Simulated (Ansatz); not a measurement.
What does this script print? It uses Ansatz's Python interface.

Contents of `POSCAR_gd3gac`:
```text
Gd3GaC
1.0
   4.90815311    0.00000000    0.00000000
   0.00000000    4.90815311    0.00000000
   0.00000000    0.00000000    4.90815311
Gd Ga C
3 1 1
Direct
   0.50000000    0.00000000    0.00000000
   0.00000000    0.50000000    0.00000000
   0.00000000    0.00000000    0.50000000
   0.50000000    0.50000000    0.50000000
   0.00000000    0.00000000    0.00000000
```

`edit_gd3gac.py`:
```python
"""Keys set on an Input object, for Gd3GaC."""

import ansatz as az
from ase.io import read

atoms = read("POSCAR_gd3gac", format="vasp")
cell = az.Crystal.from_ase(atoms).moments(Gd=7)

calc = cell.calculation()
calc = calc.functional("LDA")
calc = calc.basis(31 * az.Ry).kpoints(5)
calc = calc.occupations(az.OccupationsMethod.GAUSSIAN).spin("collinear")
calc = calc.band_table()
typed = calc.input()
rows = []
for value in [1, 2, 3]:
    edited = typed.set(az.key.basis.xc_grid, value)
    summary = az.Session.from_dict(edited).plan().execute().report
    rows.append((value, summary["free_energy_ev"], summary["n_iterations"], len(summary["eigenvalues_ev"][0]) if "eigenvalues_ev" in summary else 0))
print("       xc grid            F eV      iterations    bands listed")
for row in rows:
    print(f"{str(row[0]):>14s}  {row[1]:14.5f}  {row[2]:14d}  {row[3]:14d}")
```

```console
$ python edit_gd3gac.py
       xc grid            F eV      iterations    bands listed
             1    -31332.41579              13              56
             2    -31332.41579              13              56
             3    -31332.41579              13              56
```

Reading the output:
- Absolute energies stand on the zero of these potentials, so only differences at equal settings mean something. A total without «per atom» is that of the cell as typed.
- Open f shells: without a Hubbard U, without spin-orbit coupling; the state reached hangs on the start and needn't be the lowest.
- For a metal this k-point mesh is coarse: on a finer one energies can move by several to tens of meV an atom and pressures by half a GPa or more, differences at one mesh by less.
- The structure comes from a database of computed cells and needn't be a stable or known phase.
- It ran for 40 s on 1 thread of Intel(R) Xeon(R) Platinum 8488C (Sapphire Rapids), with other jobs on the host, peak memory 0.67 GiB.

(Lines on the test bed's own set-up are left out of the output.)
